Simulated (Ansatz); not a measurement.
# Cl2FZn: the cost of one run

All numbers below are computed with Ansatz 0.2.0 (UHF/def2-SVP).

## (1) Starting point

Bond lengths: Zn1–Cl2 2.490 Å, Zn1–Cl3 2.240 Å, Cl2–F4 1.800 Å. Angles: Zn1–Cl2–F4 180.0°, Cl2–Zn1–Cl3 180.0°.

Structure file:

```xyz
4

Zn    0.0000    0.0000    0.0000
Cl    0.0000    0.0000    2.4900
Cl    0.0000    0.0000   -2.2400
F     0.0000    0.0000    4.2900
```

## (2) Pulling towards end A

Springs on the bonds that form and break draw the guess towards this end; the thresholds are loose.

File input.yaml:

```yaml
crystal:
  periodic: [false, false, false]
  atoms:
    - { symbol: Zn, position_ang: [0.0, 0.0, 0.0] }
    - { symbol: Cl, position_ang: [0.0, 0.0, 2.49] }
    - { symbol: Cl, position_ang: [0.0, 0.0, -2.24] }
    - { symbol: F, position_ang: [0.0, 0.0, 4.29] }
magnetization:
  spin_polarized: true
  initial_magnetization: 1
basis:
  gaussian: { orbitals: def2-SVP }
hamiltonian:
  xc: hf
relax:
  f_tol: 0.15
  max_steps: 25
  restrain:
    - { distance: [1, 3], at: 2.7, k: 30.0 }
    - { distance: [0, 1], at: 2.24, k: 30.0 }
output:
  orbitals: {}
```

Command:

```
ansatz run input.yaml --threads 2 --pin off --max-ram 3072MiB --backend cpu --events-out ev --progress --plain --runs-dir out
```

What time and memory should one allow on 2 threads of Intel Xeon Platinum 8259CL at 2.50GHz (Skylake/Cascade Lake), shared host?

About 25 s, with a peak of 0.27 GiB.
